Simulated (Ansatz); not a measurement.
This script drives the Python package of Ansatz (0.2.0).

The script reads `ch2osesi.xyz`:
```text
6

O     0.61560   -2.11020    0.74820
C     0.02660   -1.10260    0.21940
Si   -0.00070    0.77810   -0.13520
Se   -1.42410   -0.33460   -0.88830
H     1.09700    1.14390   -1.08350
H    -0.27230    1.56150    1.09320
```

`scan_ch2osesi.py`
```python
"""Potential curve of CH2OSeSi along one bond."""

import ansatz as az
import numpy as np

BASIS = "def2-SVP"
XC = "CAM-B3LYP"

mol = az.Crystal.molecule_from_extxyz("ch2osesi.xyz")

symbols = [site.symbol for site in mol.cartesian_sites]
start = np.array([site.position_ang for site in mol.cartesian_sites])
axis = (start[0] - start[1]) / np.linalg.norm(start[0] - start[1])
moving = [0]
lengths, energies = [1.09, 1.18, 1.28, 1.41, 1.6, 1.92, 2.31, 2.82], []
for length in lengths:
    xyz = start.copy()
    xyz[moving] += (length - np.linalg.norm(start[0] - start[1])) * axis
    point = az.Crystal.molecule()
    for symbol, place in zip(symbols, xyz):
        point = point.atom(symbol, place.tolist())
    calculation = (
        point.calculation()
        .basis(gaussian=BASIS)
        .functional(XC)
        .spin("collinear")
    )
    report = calculation.run(threads=1, backend="cpu").report
    energies.append(report["free_energy_ev"])
    print(f"r = {length:6.3f} A  E = {energies[-1]:.5f} eV  <S^2> = {abs(report['mean_field']['state']['spin_squared']):.3f}")

print("energy above the lowest point (eV):", [round(e - min(energies), 3) for e in energies])
```

It is started by `python scan_ch2osesi.py`. How long does it take on 1 thread of Arm Neoverse V2, on a shared host, and how much memory does it need?

It took about 4.1 min, with a peak of 0.41 GiB, for 8 runs of the engine.

`python scan_ch2osesi.py` gives:
```text
r =  1.090 A  E = -76330.27736 eV  <S^2> = 0.000
r =  1.180 A  E = -76330.73707 eV  <S^2> = 0.000
r =  1.280 A  E = -76330.34370 eV  <S^2> = 0.000
r =  1.410 A  E = -76329.17319 eV  <S^2> = 0.000
r =  1.600 A  E = -76327.12934 eV  <S^2> = 0.109
r =  1.920 A  E = -76324.51640 eV  <S^2> = 0.925
r =  2.310 A  E = -76323.34193 eV  <S^2> = 1.075
r =  2.820 A  E = -76323.09151 eV  <S^2> = 1.035
energy above the lowest point (eV): [0.46, 0.0, 0.393, 1.564, 3.608, 6.221, 7.395, 7.646]
```

Reading the output:
- Total energies depend on the basis set; only differences at equal settings carry meaning.
- The rest of the molecule is held rigid at a force-field or estimated start geometry, and the basis set is modest; single-reference methods fail as a bond breaks.
- The expectation value of S² is noticeably off S(S+1) in at least one run, so that state is spin-contaminated.
